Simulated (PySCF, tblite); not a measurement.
# C7H11ClSi: geometry, infrared bands and NMR shifts

Aim: predict the infrared bands and NMR shifts of C7H11ClSi (`C=C[C@@H]1C=CCC[Si@@H]1Cl`).

The runs use tblite 0.8.0 and PySCF 2.14.0, with density-fitted response routines of our own; the level of theory stands in each step. All values are computed, except where a source is named. Atoms count from 0, in the outputs and in this text.

## (1) The starting structure

20 atoms, charge 0, multiplicity 1; geometry from: force field or distance geometry start.

Bonds of the start (Å): C0–C1 1.34, C1–C2 1.48, C2–C3 1.49, C3–C4 1.31, C4–C5 1.49, C5–C6 1.52, C6–Si7 1.87, Si7–Cl8 2.09, Si7–C2 1.87, C0–H9 1.08, C0–H10 1.07, C1–H11 1.10, C2–H12 1.10, C3–H13 1.09, C4–H14 1.09, C5–H15 1.09, C5–H16 1.08, C6–H17 1.12, C6–H18 1.10, Si7–H19 1.48.

## (2) Geometry optimisation with GFN2-xTB

Job settings and geometry (Å):

```
{"job": {"kind": "relax", "xc": "GFN2-xTB", "basis": "xTB"}, "charge": 0, "multiplicity": 1}
C      3.088900    -0.409000    -0.354500
C      1.871100    -0.893300    -0.093300
C      0.630400    -0.290400    -0.640900
C      0.534900     1.092400    -0.102900
C     -0.579400     1.768500     0.068300
C     -1.855200     1.117900    -0.349300
C     -2.119700    -0.143600     0.452800
Si    -0.826400    -1.352200    -0.152600
Cl    -0.289700    -2.693000     1.352900
H      3.925500    -0.917900     0.103100
H      3.158600     0.452300    -0.993500
H      1.718400    -1.769100     0.556300
H      0.734400    -0.296400    -1.737500
H      1.468500     1.563700     0.202100
H     -0.644500     2.780400     0.464400
H     -1.759000     0.797800    -1.390600
H     -2.706500     1.779700    -0.263100
H     -1.904100     0.061100     1.530700
H     -3.113000    -0.570300     0.277100
H     -1.338300    -2.067900    -1.342400
```

Run with:

```bash
> OMP_NUM_THREADS=1 python probes_run.py task.json out
```

One launch serves the whole session: the jobs run in the order shown.

**Question.** This job is followed by: GFN2-xTB harmonic vibrations, gas phase; GIAO PBE0/pcSseg-1 NMR shielding, non-relativistic, gas phase. Predict these results of the whole session: strongest single infrared mode (GFN2-xTB); zero-point energy (GFN2-xTB); ¹³C shifts against TMS (PBE0/pcSseg-1); ¹H shifts against TMS (PBE0/pcSseg-1); ²⁹Si shifts against TMS (PBE0/pcSseg-1); ³⁵Cl shifts against HCl (PBE0/pcSseg-1); surface potential, 1st and 99th percentile.

**Answer**, as computed:

| quantity | value |
| --- | --- |
| strongest single infrared mode (GFN2-xTB) | 2237 cm⁻¹, 251 km/mol |
| zero-point energy (GFN2-xTB) | 98.6 kcal/mol |
| ¹³C shifts against TMS (PBE0/pcSseg-1) | 147.0, 139.5, 138.7, 119.7, 37.9, 24.7, 16.9 ppm |
| ¹H shifts against TMS (PBE0/pcSseg-1) | 6.37, 6.28, 6.10, 5.35, 5.32, 5.18, 2.48, 2.41, 1.87, 1.24, 0.80 ppm |
| ²⁹Si shifts against TMS (PBE0/pcSseg-1) | 9.5 ppm |
| ³⁵Cl shifts against HCl (PBE0/pcSseg-1) | -44 ppm |
| surface potential, 1st and 99th percentile | -0.66 V and 1.01 V |

Over 126 steps the energy fell by 0.619 eV; of the close pairs, Si7–Cl8 changed most, 2.086 to 2.021 Å. No mode is imaginary among the 54: a minimum at this level. The strongest single mode, at 2237 cm⁻¹, moves mainly H19. GFN2-xTB is a fitted tight-binding method: band positions and strengths are rough. Its intensities can rank the bands wrongly.
